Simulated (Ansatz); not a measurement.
# H8O3Si2: the cost of one run

All numbers below are computed with Ansatz 0.2.0 (RKS CAM-B3LYP/def2-SVP).

## (1) The starting structure

Bond lengths: Si1–Si2 2.588 Å, Si1–O3 1.638 Å, Si1–O4 1.652 Å, Si1–O5 1.638 Å, Si2–H8 1.497 Å, Si2–H9 1.457 Å, Si2–H10 1.455 Å, O3–H11 0.952 Å, O4–H12 0.950 Å, O5–H13 0.957 Å. Angles (14 of 15 angles, heavy atoms first): Si2–Si1–O3 115.6°, Si2–Si1–O4 112.4°, Si2–Si1–O5 108.3°, O3–Si1–O4 101.5°, O3–Si1–O5 108.9°, O4–Si1–O5 109.9°, Si1–Si2–H8 113.0°, Si1–Si2–H9 107.5°, Si1–Si2–H10 106.5°, Si1–O3–H11 117.6°, Si1–O4–H12 119.3°, Si1–O5–H13 120.0°, H8–Si2–H9 103.2°, H8–Si2–H10 103.5°.

As a file:

```xyz
13

Si   -0.2850    0.5668   -0.4768
Si    0.6991   -1.5435    0.6527
O    -1.8202    0.9462   -0.0515
O    -0.4292    0.3969   -2.1140
O     0.6907    1.8370   -0.1317
H     0.3024   -0.2977    2.0099
H    -0.0439    0.3561    1.3786
H     1.0469   -2.6222   -0.3257
H    -0.3603   -2.1478    1.4499
H     1.9891   -1.1543    1.2029
H    -2.5098    0.7689   -0.6830
H     0.3361    0.1626   -2.6260
H     0.3842    2.7310   -0.2852
```

## (2) A restrained relaxation towards end A

Springs on the bonds that form and break draw the guess towards this end; the thresholds are loose.

File input.yaml:

```yaml
crystal:
  periodic: [false, false, false]
  atoms:
    - { symbol: Si, position_ang: [-0.285, 0.5668, -0.4768] }
    - { symbol: Si, position_ang: [0.6991, -1.5435, 0.6527] }
    - { symbol: O, position_ang: [-1.8202, 0.9462, -0.0515] }
    - { symbol: O, position_ang: [-0.4292, 0.3969, -2.114] }
    - { symbol: O, position_ang: [0.6907, 1.837, -0.1317] }
    - { symbol: H, position_ang: [0.3024, -0.2977, 2.0099] }
    - { symbol: H, position_ang: [-0.0439, 0.3561, 1.3786] }
    - { symbol: H, position_ang: [1.0469, -2.6222, -0.3257] }
    - { symbol: H, position_ang: [-0.3603, -2.1478, 1.4499] }
    - { symbol: H, position_ang: [1.9891, -1.1543, 1.2029] }
    - { symbol: H, position_ang: [-2.5098, 0.7689, -0.683] }
    - { symbol: H, position_ang: [0.3361, 0.1626, -2.626] }
    - { symbol: H, position_ang: [0.3842, 2.731, -0.2852] }
basis:
  gaussian: { orbitals: def2-SVP }
hamiltonian:
  xc: cam_b3lyp
relax:
  f_tol: 0.15
  max_steps: 25
  restrain:
    - { distance: [0, 6], at: 2.72, k: 30.0 }
    - { distance: [5, 1], at: 2.72, k: 30.0 }
    - { distance: [0, 1], at: 2.22, k: 30.0 }
    - { distance: [5, 6], at: 0.62, k: 30.0 }
```

Command:

```sh
$ ansatz run input.yaml --threads 4 --pin off --max-ram 5120MiB --backend cpu --events-out ev --progress --plain --runs-dir out
```

**Question.** How long does this run take on 4 threads of Arm Neoverse N1, shared host, and how much memory does it need?

About 33 s, with a peak of 0.36 GiB.
